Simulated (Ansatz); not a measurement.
# NiO: the cost of one run

Program: Ansatz 0.2.0. Level of theory: DFT PBE+U (U_eff = 6.2 eV on Ni 3d), scalar-relativistic, plane waves, PAW. These are calculated values, not measurements.

These runs use a low cutoff (300 eV) and a coarse mesh on purpose, to show what cheap settings give: their numbers aren't properties of the material.

### Step 1. The starting structure

The structure is cubic, space group Fm-3m (No. 225). The conventional cell has a = 4.259 Å, b = 4.259 Å, c = 4.259 Å, α = 90.00°, β = 90.00°, γ = 90.00°. Ni (site symmetry m-3m) has 6 O at 2.13 Å as nearest neighbours. Around O (site symmetry m-3m) lie 6 Ni at 2.13 Å.

Coordinates:

```xyz
4
Lattice="0.0000 1.7397 4.9139 -1.5066 -0.8698 4.9139 1.5066 -0.8698 4.9139" Properties=species:S:1:pos:R:3 pbc="T T T"
Ni    1.5066    0.8698    2.4569
O     0.0000    0.0000    3.6854
Ni    1.5066    0.8698    9.8278
O     0.0000    0.0000   11.0563
```

An earlier run at PBE+U (U_eff = 6.2 eV on Ni 3d) left this cell at 9.660 Å³/atom and 0.01 GPa (6×6×6 mesh). The large moments point both ways and cancel.

Volume factors to run: 0.980, 1.020, 0.960, 1.040.

### Step 2. Scaling the volume by 0.980

Contents of input.yaml:

```yaml
crystal:
  lattice:
    - [0.0, 1.728006276, 4.8809196129]
    - [-1.4964973329, -0.864003138, 4.8809196129]
    - [1.4964973329, -0.864003138, 4.8809196129]
  atoms:
    - { symbol: Ni, position: [0.5, -0.5, 0.5], spin: 1.86 }
    - { symbol: O, position: [0.2500000028, 0.2500000028, 0.2500000028] }
    - { symbol: Ni, position: [1.0, 0.0, 1.0], spin: -1.86 }
    - { symbol: O, position: [0.7499999972, 0.7499999972, 0.7499999972] }
basis:
  ecutwfc: 300
  ecutrho_ratio: 4
kpoints:
  mp_grid: { grid: [6, 6, 6] }
hamiltonian:
  xc: pbe
  hubbard:
    sites:
      - { species: Ni, l: d, u_eff: 6.2, starting_ns: start.occupation_matrices }
    ns_hold: { iters: 6 }
scf:
  occupations: { method: gaussian, width: 0.05 }
  lower_state_search: "off"
output:
  forces: true
  stress: true
  eigenvalues: true
  populations: true
magnetization:
  spin_polarized: true
relax:
  f_tol: 0.01
  max_steps: 40
  cell: { stress_tol: 0.1, fix: [volume] }
```

start.occupation_matrices holds the open shells' occupation matrices from the neighbouring geometry.

On the command line:

```
> ansatz run input.yaml --threads 1 --pin off --max-ram 2560MiB --backend cpu --events-out ev --progress --plain --runs-dir out
```

Q: Estimate wall time and peak memory on 1 thread of Intel Xeon at 2.60GHz (Ice Lake), shared host.

About 20 s, with a peak of 0.38 GiB.
